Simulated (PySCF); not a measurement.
**BNH2BrCl (SMILES NB(Cl)Br): TDA-BP86/6-31G(d) (spherical functions, max memory mb 1860, spin of roots singlet)**

We compute the excited states of BNH2BrCl. 

The results are computed with PySCF 2.14.0.

### Step 1. The structure to begin with

The species is BNH2BrCl (6 atoms), meant as a singlet with charge 0. SMILES: `NB(Cl)Br`. The shape is that of a PBE0-D4/def2-TZVP optimisation. This is one conformer, not always the lowest.

Bond lengths: N1–B2 1.382 Å, B2–Cl3 1.757 Å, B2–Br4 1.926 Å, N1–H5 1.005 Å, N1–H6 1.006 Å. Angles: N1–B2–Cl3 120.6°, N1–B2–Br4 119.8°, Cl3–B2–Br4 119.6°, B2–N1–H5 122.5°, B2–N1–H6 122.2°, H5–N1–H6 115.3°.

### Step 2. The vertical excitations at TDA-BP86/6-31G(d) (spherical functions, max memory mb 1860, spin of roots singlet)

run.py

```python
# NB(Cl)Br
from pyscf import gto, dft, tdscf

system = gto.M(
    atom='''
N      0.559400     0.476200     0.355200
B     -0.401900    -0.315300    -0.244600
Cl    -2.091600     0.167400    -0.234100
Br     0.111600    -1.962800    -1.100700
H      1.533300     0.227700     0.366000
H      0.331300     1.342700     0.812000
''',
    basis='6-31g*',
    verbose=3,
    max_memory=1860,
)

mf = dft.RKS(system)
mf.xc = 'bp86'
mf.conv_tol = 1e-10
mf.grids.level = 1
mf.kernel()
if not mf.converged:
    mf = mf.newton().run(mf.mo_coeff, mf.mo_occ)

etot = mf.e_tot
print(f'total energy: {etot:.8f} hartree')

td = tdscf.TDA(mf)
td.nstates = 3
td.kernel()
td.analyze()
roots = td.e * 27.211386
osc = td.oscillator_strength()
print('state   eV      nm      f')
for i, (w, f) in enumerate(zip(roots, osc), 1):
    print('%3d %9.4f %8.1f %9.5f' % (i, w, 1239.842 / w, f))
```

Command:

```sh
OMP_NUM_THREADS=1 python run.py
```

Q: Predict the results. Wanted: ground-state or mean-field energy; dipole moment; HOMO energy; LUMO energy; HOMO–LUMO gap; lowest singlet excitation energy.

Computed results:

At TDA-BP86/6-31G* (spherical functions, max memory mb 1860, spin of roots singlet):

| quantity | value |
| --- | --- |
| ground-state or mean-field energy | -3115.26919 Eh |
| dipole moment (BP86 Kohn–Sham density) | 3.20 D |
| HOMO energy (BP86 Kohn–Sham orbitals) | -6.93 eV |
| LUMO energy (BP86 Kohn–Sham orbitals) | -0.79 eV |
| HOMO–LUMO gap (BP86 Kohn–Sham orbitals) | 6.14 eV |
| lowest singlet excitation energy | 6.21 eV |

The brightest of the 3 transitions from the ground state lies at 6.95 eV (178 nm, f = 0.112); the lowest, at 6.21 eV, has f = 0.000. The basis has no diffuse functions, so Rydberg states are missing or pushed up, and the true lowest state may lie lower. Roots above 6.9 eV lie over the negative of the HOMO energy, where those of Rydberg kind are poorly described; valence roots are less touched.
